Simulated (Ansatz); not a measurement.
# Cu: a surface, (111), 7 layers

Aim: cut a slab of Cu (111), 7 layers from the relaxed bulk, relax it, and get surface energy and work function. The runs shown use PAW. Its runs: bulk cell relaxed (PAW); bulk in the slab's orientation (PAW); the reference run (PAW); atoms relaxed (PAW); no images along the normal (PAW); core holes in 2p of Cu (PAW).

Computed with Ansatz 0.2.0 (DFT, PBEsol, PAW with Ansatz's default frozen-core files, scalar-relativistic, unless a step's input says otherwise).

### Step 1. The starting structure

It takes space group Fm-3m (No. 225, cubic). Conventional cell: a = 3.563 Å, b = 3.563 Å, c = 3.563 Å, α = 90.00°, β = 90.00°, γ = 90.00°. Cu (site symmetry m-3m) has 12 Cu at 2.52 Å as nearest neighbours.

Coordinates:

```
CELL_PARAMETERS angstrom
0.00000 1.78139 1.78139
1.78139 0.00000 1.78139
1.78139 1.78139 0.00000
ATOMIC_POSITIONS crystal
Cu 0.00000 0.00000 0.00000
```

### Step 2. Bulk cell relaxed, PAW

File input.yaml:

```yaml
crystal:
  lattice:
    - [0.0, 1.7813926735, 1.7813926735]
    - [1.7813926735, 0.0, 1.7813926735]
    - [1.7813926735, 1.7813926735, 0.0]
  atoms:
    - { symbol: Cu, position: [0.0, 0.0, 0.0] }
kpoints:
  mp_grid: { grid: [21, 21, 21] }
scf:
  occupations: { method: fermi_dirac, width: 0.1 }
hamiltonian:
  xc: pbesol
  pseudopotentials: { kind: paw }
output:
  forces: true
  stress: true
relax:
  f_tol: 0.005
  max_steps: 40
  cell: {}
```

Run with:

```sh
$ ansatz run input.yaml --threads 3 --pin off --max-ram 8192MiB --backend cpu --events-out ev --progress --plain --runs-dir out
```

Further steps of the session: Bulk in the slab's orientation, PAW; Slab as cut, PAW; Atoms relaxed, PAW; No images along the normal, PAW; Core holes in 2p of Cu, PAW.

What does the calculation give? Wanted: surface energy; work function; outer layer spacing; core-level shifts among the layers.

**Answer**, as computed:

```
                                      quantity                                          value
                 surface energy (PAW, relaxed)                                      1.66 J/m²
                  work function (PAW, relaxed)                                        4.96 eV
                     outer layer spacing (PAW)                                  2.06 → 2.04 Å
core-level shifts among the layers (PAW holes)  Cu1 +0.00, Cu2 +0.32, Cu3 +0.30, Cu4 +0.31 eV
```

By PAW the surface costs 1.66 J/m² as cut and 1.66 J/m² relaxed. The outermost spacing changes by -1.0 % (PAW). Thickness wasn't converged, and no reconstruction was sought.
